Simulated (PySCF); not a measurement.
# PdSF₂: relaxation and vibrations of the triplet

The task is one start of a wider search on PdSF₂: the triplet, from a PBE minimum start. It is relaxed, tested by its Hessian and followed downhill if it is a saddle.

Program: PySCF 2.14.0. Level of theory: PBE, basis Pd def2-TZVP with ECP28, S def2-TZVP, F def2-TZVP, scalar-relativistic core potentials, no spin–orbit coupling, density fitting. These are calculated values, not measurements.

## (1) The system as given

4 atoms, charge 0, spin multiplicity 3.

Bond lengths: Pd1–S2 2.119 Å, Pd1–F3 1.899 Å, Pd1–F4 1.899 Å. Angles: S2–Pd1–F3 101.9°, S2–Pd1–F4 101.9°, F3–Pd1–F4 156.2°.

Z-matrix (Å, degrees; charge 0 multiplicity 3):
```
Pd
S  1 2.1194
F  1 1.8994 2 101.88
F  1 1.8994 2 101.88 3 180.00
```

## (2) The SCF at the typed geometry

The steps below are one call of a driver around PySCF. For each, scf.py gives the equivalent set-up of the SCF; relaxations use the driver's own optimiser. After this first run the driver tries any further starts and a stability analysis.

File scf.py:

```python
from pyscf import gto, scf, dft
mol = gto.M(atom='''
Pd    -0.000000     0.000000     0.300810
S     -0.000000     0.000000    -1.818600
F     -1.858710     0.000000     0.691830
F      1.858710     0.000000     0.691830''',
    basis={'Pd': 'def2-TZVP', 'S': 'def2-TZVP', 'F': 'def2-TZVP'},
    ecp={'Pd': 'def2-TZVP'},
    charge=0, spin=2)
mf = dft.UKS(mol, xc='PBE')
mf.grids.atom_grid = (50, 194)
aux = {'Pd': 'def2-universal-JKFIT', 'S': 'def2-universal-JKFIT', 'F': 'def2-universal-JKFIT'}
mf = mf.density_fit(auxbasis=aux)
mf.conv_tol = 1e-08
mf.diis_space = 10
mf.max_cycle = 60
mf.init_guess = 'minao'
mf.verbose = 4
mf.kernel()
```

Started as:

```console
OMP_NUM_THREADS=4 python axn.py task.json out
```

What it wrote:

```text
init E= -716.326898622217
[... the frontier-level lines of each cycle are left out ...]
cycle= 1 E= -722.422364621393  delta_E= -6.1  |g|= 2.61  |ddm|= 3.48
cycle= 2 E= -642.64902569732  delta_E= 79.8  |g|= 9.79  |ddm|= 13.4
cycle= 3 E= -711.659754805172  delta_E=  -69  |g|= 4.19  |ddm|= 13.1
cycle= 4 E= -719.747140262027  delta_E= -8.09  |g|= 3.41  |ddm|= 5.26
cycle= 5 E= -723.997724939177  delta_E= -4.25  |g|=  1.6  |ddm|= 2.79
cycle= 6 E= -724.629045739184  delta_E= -0.631  |g|= 1.12  |ddm|= 1.94
cycle= 7 E= -725.41299579765  delta_E= -0.784  |g|= 0.453  |ddm|= 1.43
cycle= 8 E= -725.50681784354  delta_E= -0.0938  |g|= 0.231  |ddm|= 0.361
cycle= 9 E= -725.50264199425  delta_E= 0.00418  |g|= 0.241  |ddm|= 0.0939
cycle= 10 E= -725.509053512965  delta_E= -0.00641  |g|= 0.197  |ddm|= 0.0448
cycle= 11 E= -725.527200006654  delta_E= -0.0181  |g|= 0.0738  |ddm|= 0.112
cycle= 12 E= -725.529552778408  delta_E= -0.00235  |g|= 0.0236  |ddm|= 0.0783
cycle= 13 E= -725.529836216844  delta_E= -0.000283  |g|= 0.00822  |ddm|= 0.0177
cycle= 14 E= -725.529876562788  delta_E= -4.03e-05  |g|= 0.00288  |ddm|= 0.0105
cycle= 15 E= -725.529881813527  delta_E= -5.25e-06  |g|= 0.000805  |ddm|= 0.00311
cycle= 16 E= -725.529882013335  delta_E= -2e-07  |g|= 0.000239  |ddm|= 0.00063
cycle= 17 E= -725.529882047201  delta_E= -3.39e-08  |g|= 9.52e-05  |ddm|= 0.000283
cycle= 18 E= -725.529882051235  delta_E= -4.03e-09  |g|= 2.95e-05  |ddm|= 6.58e-05
Extra cycle  E= -725.529882027841  delta_E= 2.34e-08  |g|= 0.000223  |ddm|= 0.000178
converged SCF energy = -725.529882027841  <S^2> = 2.0044375  2S+1 = 3.0029568
```

This step, with its further starts and checks, needed 48 s of wall time on 4 threads of Intel Xeon at 2.70GHz, shared host.

Energies from each starting density:

```csv
start,energy (Eh)
the minimal-basis guess,-725.529882
a thermally smeared density,-725.529882
a smeared PBE density,-725.529882
```

The test of internal stability and the other starts found no lower solution of this spin.

## (3) Relaxing the triplet from the PBE minimum start

The program finds C2v symmetry in the start, which this walk keeps. The walk stops when the largest gradient is under 0.0003 Eh/bohr and the energy has settled too.

scf.py, as its differences from that of step 2:

```diff
@@ -3,4 +3,4 @@
-Pd    -0.000000     0.000000     0.300810
-S     -0.000000     0.000000    -1.818600
-F     -1.858710     0.000000     0.691830
-F      1.858710     0.000000     0.691830''',
+Pd     0.000000     0.000000     0.300811
+S      0.000000     0.000000    -1.818599
+F     -1.858710     0.000000     0.691831
+F      1.858710     0.000000     0.691831''',
@@ -17 +16,0 @@
-mf.init_guess = 'minao'
```

The optimiser's trace:

```csv
step,energy (Eh),change (kJ/mol),largest symmetric gradient (Eh/bohr)
0,-725.529882,0.00,0.00980
1,-725.530154,-0.72,0.00313
2,-725.530184,-0.79,0.00067
3,-725.530186,-0.80,0.00038
4,-725.530187,-0.80,0.00002
```

The walk took 28 s.

After 4 steps and 0.8 kJ/mol it ends at C2v: Pd–F 1.905 Å (×2), Pd–S 2.090 Å; F–Pd–F 157.2°, F–Pd–S 101.4° (×2).

## (4) Is it a minimum? Harmonic modes

The point is checked on the finer grid, and tightened if its gradient asks for it. The Hessian and the dipole derivatives come from central differences of analytic gradients, with steps of 0.02 bohr.

scf.py, as its differences from that of step 3:

```diff
@@ -3,4 +3,4 @@
-Pd     0.000000     0.000000     0.300811
-S      0.000000     0.000000    -1.818599
-F     -1.858710     0.000000     0.691831
-F      1.858710     0.000000     0.691831''',
+Pd     0.000000     0.000000     0.297144
+S      0.000000     0.000000    -1.793287
+F     -1.867474     0.000000     0.677124
+F      1.867474     0.000000     0.677124''',
@@ -11 +11 @@
-mf.grids.atom_grid = (50, 194)
+mf.grids.atom_grid = (75, 302)
@@ -14 +14 @@
-mf.conv_tol = 1e-08
+mf.conv_tol = 1e-10
```

The driver hands on the density of the step before, so the log starts near convergence.

SCF at the final geometry:

```text
init E= -725.530309523243
[... the frontier-level lines of each cycle are left out ...]
cycle= 1 E= -725.530309516465  delta_E= 6.78e-09  |g|= 0.000118  |ddm|= 9.87e-05
cycle= 2 E= -725.53030916439  delta_E= 3.52e-07  |g|= 0.000864  |ddm|= 0.000694
cycle= 3 E= -725.530309522974  delta_E= -3.59e-07  |g|= 3.25e-05  |ddm|= 0.000598
cycle= 4 E= -725.530309523383  delta_E= -4.08e-10  |g|= 1.03e-06  |ddm|= 1.96e-05
cycle= 5 E= -725.530309523381  delta_E= 1.25e-12  |g|= 5.97e-07  |ddm|= 1.05e-06
Extra cycle  E= -725.530309523378  delta_E= 3.75e-12  |g|= 3.14e-06  |ddm|= 2.74e-06
converged SCF energy = -725.530309523378  <S^2> = 2.0043378  2S+1 = 3.0028905
```

The whole step took 2.4 min.

Geometry: C2v; Pd–F 1.906 Å (×2), Pd–S 2.090 Å; F–Pd–F 157.0°, F–Pd–S 101.5° (×2).

Harmonic modes (main isotopes):

```tsv
symmetry	ω (cm⁻¹)	IR (km/mol)	μ (u)	type
b2	125	0.0	25.86	bend
a1	173	3.7	22.18	bend
b1	179	7.6	26.29	bend
a1	460	0.3	38.22	stretch
a1	541	22.8	19.23	stretch
b2	602	120	23.89	stretch
```

μ is the mass of the mode for normalised Cartesian displacements, not the reduced mass of the usual diatomic formula.

No imaginary mode, so this is a minimum.

Properties at this point:

- Dipole moment: 1.73 D
- Highest occupied level: -7.03 eV
- Lowest empty level: -6.47 eV
- Rotational constants: 0.1301, 0.1272, 0.06432 cm⁻¹
- Zero-point energy: 12.4 kJ/mol
- Principal polarisabilities: 32.8, 57.6, 71.1 bohr³
- Atomisation energy without zero-point energy: 979 kJ/mol
- Principal traceless quadrupole moments about the centre of mass: -13.16, 3.43, 9.73 D Å
- Entropy at 298.15 K and 1 bar (electronic part: spin only): 328.8 J/(mol K)
- Heat capacity Cp at 298.15 K: 71.7 J/(mol K)
- Enthalpy at 298.15 K above 0 K: 16.47 kJ/mol
- Rotational symmetry number: 2
- Spin squared ⟨S²⟩: 2.004

Populations by atom (charges in e):

| atom | Mulliken | Löwdin | polar tensor | spin (Mulliken) | Mayer order to Pd1 |
| --- | --- | --- | --- | --- | --- |
| Pd1 | 0.85 | 0.12 | 0.90 | 0.50 | – |
| S2 | 0.00 | 0.42 | 0.07 | 1.37 | 1.64 |
| F3,4 | -0.43 | -0.27 | -0.49 | 0.07 | 0.68 |

Mulliken populations on Pd1 (outside its core potential): s 2.45, p 6.23, d 8.46, f 0.01.

## (5) Summary of results

| quantity | value |
| --- | --- |
| minimum | triplet, C2v |
| geometry | Pd–F 1.906 Å (×2), Pd–S 2.090 Å; F–Pd–F 157.0°, F–Pd–S 101.5° (×2) |
| wavenumbers (cm⁻¹) | 125 (b2), 173 (a1), 179 (b1), 460 (a1), 541 (a1), 602 (b2) |
| dipole moment | 1.73 D |
| highest occupied, lowest empty level (either spin) | -7.03, -6.47 eV |
| polar-tensor charge of Pd1 | +0.90 e |
| zero-point energy | 12.4 kJ/mol |
| entropy at 298.15 K | 328.8 J/(mol K) |
| atomisation energy (no zero-point energy) | 979 kJ/mol |
| ⟨S²⟩ | 2.004 |

**Reading.** The PBE minimum start keeps its C2v symmetry and ends in a minimum. The strongest infrared band lies at 602 cm⁻¹ (b2, stretch). Most of the spin sits on S2 (Mulliken spin 1.37, against 2 for the whole molecule). Other starts or spin states, not run here, may lie lower. One determinant may miss the lowest occupation of an open d or f shell.

The search up to here took 3.7 min.
